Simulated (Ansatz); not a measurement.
# CuSn3: the cost of one run

Program: Ansatz 0.2.0. Level of theory: DFT PBE, scalar-relativistic, plane waves, PAW. These are calculated values, not measurements.

### 1 The system as given

It takes space group P-6m2 (No. 187, hexagonal). The conventional cell has a = 3.109 Å, b = 3.109 Å, c = 11.589 Å, α = 90.00°, β = 90.00°, γ = 120.00°. Cu (site symmetry -6m2) has 6 Cu at 3.11 Å and 6 Sn at 3.41 Å as nearest neighbours. Sn (site symmetry -6m2) is surrounded by 12 Sn at 3.11 to 3.41 Å. Sn (site symmetry 3m) is surrounded by 9 Sn at 3.11 to 3.41 Å and 3 Cu at 3.41 Å.

Coordinates:

```
CELL_PARAMETERS angstrom
3.10867 0.00000 0.00000
-1.55433 2.69219 0.00000
0.00000 0.00000 11.58910
ATOMIC_POSITIONS crystal
Cu 0.33333 0.66667 0.00000
Sn 0.33333 0.66667 0.50000
Sn 0.66667 0.33333 0.25000
Sn 0.66667 0.33333 0.75000
```

The start is an ordering of an alloy on its end members' structure types: elements ordered on the sites of the Zn type, Cu/Sn on Zn (P-6m2, No. 187).

### 2 A first look at the guess

The input, input.yaml:

```yaml
crystal:
  lattice:
    - [3.10866827, 0.0, 0.0]
    - [-1.55433414, 2.69218569, 0.0]
    - [0.0, 0.0, 11.58910134]
  atoms:
    - { symbol: Cu, position: [0.33333333, 0.66666667, 0.0] }
    - { symbol: Sn, position: [0.33333333, 0.66666667, 0.5] }
    - { symbol: Sn, position: [0.66666667, 0.33333333, 0.25] }
    - { symbol: Sn, position: [0.66666667, 0.33333333, 0.75] }
basis:
  ecutwfc: 420
kpoints:
  mp_grid: { grid: [6, 6, 2] }
hamiltonian:
  xc: pbe
scf:
  occupations: { method: gaussian, width: 0.1 }
  lower_state_search: "off"
output:
  forces: true
  stress: true
  eigenvalues: true
```

Launch:

```sh
$ ansatz run input.yaml --threads 1 --pin off --max-ram 2560MiB --backend cpu --events-out ev --progress --plain --runs-dir out
```

Q: Estimate wall time and peak memory on 1 thread of Intel Xeon at 2.70GHz, shared host.

About 4.5 s, with a peak of 0.36 GiB.
